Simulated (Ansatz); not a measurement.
# Te5Pd: the cost of one run

Computed with Ansatz 0.2.0 (DFT PBE, scalar-relativistic, plane waves, PAW, unless a step's input says otherwise).

## (1) The system as given

It takes space group F-43m (No. 216, cubic). Conventional cell: a = 9.105 Å, b = 9.105 Å, c = 9.105 Å, α = 90.00°, β = 90.00°, γ = 90.00°. Te (site symmetry 3m) has 9 Te at 3.22 to 3.77 Å and 3 Pd at 3.77 Å in its first shell of neighbours. Te (site symmetry -43m) is surrounded by 12 Te at 3.77 Å and 4 Pd at 3.94 Å. Around Pd (site symmetry -43m) lie 16 Te at 3.77 to 3.94 Å.

Structure file:

```cif
data_structure
_symmetry_space_group_name_H-M 'P 1'
_symmetry_Int_Tables_number 1
_cell_length_a 6.4380
_cell_length_b 6.4380
_cell_length_c 6.4380
_cell_angle_alpha 60.000
_cell_angle_beta 60.000
_cell_angle_gamma 60.000
_cell_volume 188.68
loop_
_atom_site_label
_atom_site_type_symbol
_atom_site_fract_x
_atom_site_fract_y
_atom_site_fract_z
_atom_site_occupancy
Te1 Te 0.37500 0.37500 0.87500 1
Te2 Te 0.37500 0.87500 0.37500 1
Te3 Te 0.87500 0.37500 0.37500 1
Te4 Te 0.37500 0.37500 0.37500 1
Te5 Te 0.75000 0.75000 0.75000 1
Pd1 Pd 0.00000 0.00000 0.00000 1
```

The cell is invented: species swapped into a database cell of Be5Au (F-43m, No. 216), with Te on the Be sites and Pd on the Au sites. Lengths come from tabulated atomic sizes and are only a guess.

## (2) The guess as it stands, on a coarse mesh

Contents of input.yaml:

```yaml
crystal:
  lattice:
    - [0.0, 4.55233157, 4.55233157]
    - [4.55233157, 0.0, 4.55233157]
    - [4.55233157, 4.55233157, 0.0]
  atoms:
    - { symbol: Te, position: [0.375, 0.375, 0.875] }
    - { symbol: Te, position: [0.375, 0.875, 0.375] }
    - { symbol: Te, position: [0.875, 0.375, 0.375] }
    - { symbol: Te, position: [0.375, 0.375, 0.375] }
    - { symbol: Te, position: [0.75, 0.75, 0.75] }
    - { symbol: Pd, position: [0.0, 0.0, 0.0] }
basis:
  ecutwfc: 420
kpoints:
  mp_grid: { grid: [4, 4, 4] }
hamiltonian:
  xc: pbe
scf:
  occupations: { method: gaussian, width: 0.1 }
  lower_state_search: "off"
output:
  forces: true
  stress: true
  eigenvalues: true
```

Run with:

```
$ ansatz run input.yaml --threads 1 --pin off --max-ram 2560MiB --backend cpu --events-out ev --progress --plain --runs-dir out
```

Q: Estimate wall time and peak memory on 1 thread of Intel Xeon at 2.50GHz (Skylake/Cascade Lake), shared host.

About 11 s, with a peak of 0.43 GiB.
